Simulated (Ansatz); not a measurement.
**One shape, several levels: triplet Si2H3F3**

We compute a comparison of 6 runs (UHF/STO-3G, UB3LYP/6-31G*, UB3LYP/cc-pVDZ, UBLYP/cc-pVDZ, USVWN5/cc-pVDZ, UCCSD(T)/cc-pVDZ) of triplet Si2H3F3. 

The calculation is run with Ansatz 0.2.0.

48 further runs of the same task are left out: 4 that didn't finish, 44 set aside as unsound or not needed.

## Step 1: The system as given

The species is Si2H3F3 (8 atoms), meant as a triplet with charge 0. As SMILES of the parent species, `F[Si](F)(F)[SiH3]`. Geometry: relaxed at PBE0-D4/def2-TZVP. That shape belongs to the parent species and isn't relaxed for this state.

Bond lengths: F1–Si2 1.582 Å, Si2–F3 1.582 Å, Si2–F4 1.582 Å, Si2–Si5 2.328 Å, Si5–H6 1.484 Å, Si5–H7 1.484 Å, Si5–H8 1.484 Å. Some angles: F1–Si2–F3 107.0°, F1–Si2–F4 107.0°, F1–Si2–Si5 111.9°, F3–Si2–F4 107.0°, F3–Si2–Si5 111.9°, F4–Si2–Si5 111.9°, Si2–Si5–H6 108.7°, Si2–Si5–H7 108.7°, Si2–Si5–H8 108.7°, H6–Si5–H7 110.2°.

## Step 2: The energy at UHF/STO-3G (run 1)

File in.yaml:

```yaml
crystal:
  periodic: [false, false, false]
  atoms:
    - {symbol: F, position_ang: [1.310500, -1.060500, 1.504800]}
    - {symbol: Si, position_ang: [0.534400, -0.990500, 0.128500]}
    - {symbol: F, position_ang: [-0.479300, -2.204500, 0.107900]}
    - {symbol: F, position_ang: [1.595600, -1.255900, -1.013900]}
    - {symbol: Si, position_ang: [-0.550700, 1.050400, -0.152600]}
    - {symbol: H, position_ang: [-1.525600, 1.227900, 0.951900]}
    - {symbol: H, position_ang: [0.460600, 2.135800, -0.122800]}
    - {symbol: H, position_ang: [-1.253300, 1.040400, -1.459500]}
basis:
  gaussian:
    orbitals: STO-3G
magnetization:
  spin_polarized: true
  initial_magnetization: 2
hamiltonian:
  xc: hf
accuracy: high
output:
  orbitals: {seedname: orbitals}
```

Run with:

```
$ ansatz run in.yaml --threads 1 --pin off --max-ram 3480MiB --events-out events.jsonl --progress --plain --runs-dir runs
```

What it wrote:

```text
Warning: RAYON_NUM_THREADS=1 ignored (pool sized by the plan → 1); use --threads N
Functional definition: HF
  name "HF"
  exchange = exact_x
  correlation = 0
752 factors; integrals over basis functions are off by at most 2.6e-8 eV
mean field evaluation 1: about -23581.7879 eV, gradient 2.0e1 eV
mean field evaluation 2: about -23581.9456 eV, gradient 2.0e1 eV
mean field evaluation 4: about -23586.6818 eV, gradient 2.5e0 eV
mean field evaluation 8: about -23586.9141 eV, gradient 2.0e-3 eV
mean field evaluation 16: about -23584.7580 eV, gradient 9.7e0 eV
mean field evaluation 32: about -23585.9980 eV, gradient 1.2e0 eV
mean field -23586.91009658 eV, -866.8029582674 hartree, gradient 1.6e-8 eV, S^2 2.015364; 1 other end points of the search recorded, 0 dependent functions left out
reference -23586.91009658 eV, -866.8029582674 hartree; 30, 28 occupied and 6, 8 virtual orbitals, 752 factors
Total energy: -23586.91009658 eV, -866.8029582674 hartree
```

Wall time 0.8 s (1 thread of Arm Neoverse V2, shared host); peak memory 0.12 GiB.

## Step 3: A single-point energy at UB3LYP/6-31G(d) (Cartesian functions) (run 2)

File run.yaml:

```yaml
crystal:
  periodic: [false, false, false]
  atoms:
    - {symbol: F, position_ang: [1.310500, -1.060500, 1.504800]}
    - {symbol: Si, position_ang: [0.534400, -0.990500, 0.128500]}
    - {symbol: F, position_ang: [-0.479300, -2.204500, 0.107900]}
    - {symbol: F, position_ang: [1.595600, -1.255900, -1.013900]}
    - {symbol: Si, position_ang: [-0.550700, 1.050400, -0.152600]}
    - {symbol: H, position_ang: [-1.525600, 1.227900, 0.951900]}
    - {symbol: H, position_ang: [0.460600, 2.135800, -0.122800]}
    - {symbol: H, position_ang: [-1.253300, 1.040400, -1.459500]}
basis:
  gaussian:
    orbitals: "6-31G*"
magnetization:
  spin_polarized: true
  initial_magnetization: 2
hamiltonian:
  xc: {name: B3LYP}
accuracy: high
output:
  orbitals: {seedname: orbitals}
```

Run with:

```
$ ansatz run run.yaml --threads 1 --pin off --max-ram 3480MiB --events-out events.jsonl --progress --plain --runs-dir runs
```

What it wrote (excerpt; [...] marks lines left out):

```text
Warning: RAYON_NUM_THREADS=1 ignored (pool sized by the plan → 1); use --threads N
Functional definition: B3LYP
  name "B3LYP"
[...]
1880 factors; integrals over basis functions are off by at most 3.5e-9 eV
[...]
mean field -23952.47448261 eV, -880.2372016657 hartree, gradient 7.8e-8 eV, S^2 2.002923; 7 other end points of the search recorded, 0 dependent functions left out
reference -23952.47452719 eV, -880.2372033038 hartree; 30, 28 occupied and 59, 61 virtual orbitals, 1880 factors
Total energy: -23952.47452719 eV, -880.2372033038 hartree
```

Run time: 2.4 min. Hardware: 1 thread of Arm Neoverse V2, shared host; peak memory 0.51 GiB.

Runs 3 to 5 aren't shown in full; the table further down has their settings and results.

## Step 4: The energy at UCCSD(T)/cc-pVDZ (run 6)

File run.yaml:

```yaml
crystal:
  periodic: [false, false, false]
  atoms:
    - symbol: F
      position_ang: [1.310500, -1.060500, 1.504800]
    - symbol: Si
      position_ang: [0.534400, -0.990500, 0.128500]
    - symbol: F
      position_ang: [-0.479300, -2.204500, 0.107900]
    - symbol: F
      position_ang: [1.595600, -1.255900, -1.013900]
    - symbol: Si
      position_ang: [-0.550700, 1.050400, -0.152600]
    - symbol: H
      position_ang: [-1.525600, 1.227900, 0.951900]
    - symbol: H
      position_ang: [0.460600, 2.135800, -0.122800]
    - symbol: H
      position_ang: [-1.253300, 1.040400, -1.459500]
basis:
  gaussian:
    orbitals: cc-pVDZ
magnetization:
  spin_polarized: true
  initial_magnetization: 2
correlation:
  method: ccsd_t
  frozen_orbitals: {F: 1, H: 0, Si: 5}
accuracy: high
scf:
  omitted_lower_state_checks: [cluster_reference, increment]
```

Run with:

```
$ ansatz run run.yaml --threads 1 --pin off --max-ram 3480MiB --events-out events.jsonl --progress --plain --runs-dir runs
```

What it wrote:

```text
Warning: RAYON_NUM_THREADS=1 ignored (pool sized by the plan → 1); use --threads N
[... 17 lines left out ...]
13 core orbitals not correlated: weight in the atoms' cores, before any rotation towards them, 1.000 or more for the frozen orbitals, at most 0.000 for the correlated occupied ones
[... 61 lines left out ...]
Total energy: -23908.95792589 eV, -878.6379977026 hartree
Checks for a lower state left out: cluster_reference, increment
```

It took 4.9 min on 1 thread of Arm Neoverse V2, shared host; peak memory 1.1 GiB.

## Step 5: Overview of the runs

| run | level | Cartesian functions | frozen core orbitals | energy (Eh) | HOMO energy (eV) | ⟨S²⟩ | wall time |
| --- | --- | --- | --- | --- | --- | --- | --- |
| 1 | UHF/STO-3G | no | – | -866.802958 | 0.19 | 2.015 | 0.8 s |
| 2 | UB3LYP/6-31G* (Cartesian functions) | yes | – | -880.237203 | -2.16 | 2.003 | 2.4 min |
| 3 | UB3LYP/cc-pVDZ | no | – | -880.266759 | -2.39 | 2.003 | 1.8 min |
| 4 | UBLYP/cc-pVDZ | no | – | -880.194193 | -1.44 | 2.002 | 1.9 min |
| 5 | USVWN5/cc-pVDZ | no | – | -876.004076 | -1.70 | 2.002 | 90 s |
| 6 | UCCSD(T)/cc-pVDZ | no | 13 | -878.637998 | – | 2.009 | 4.9 min |

## Step 6: What came out

```
                                           quantity          value
                                run 6: total energy  -878.63800 Eh
run 6: correlation energy (13 core orbitals frozen)     -790.7 mEh
                              run 6: (T) correction     -14.95 mEh
           run 6: ⟨S²⟩ of the reference determinant          2.009
                               run 6: T1 diagnostic          0.018
```

**Reading.** Totals of different functionals can't be ranked against each other. In run 1 the basis is minimal, so the values are rough. All runs together took 13 min, the longest 4.9 min.
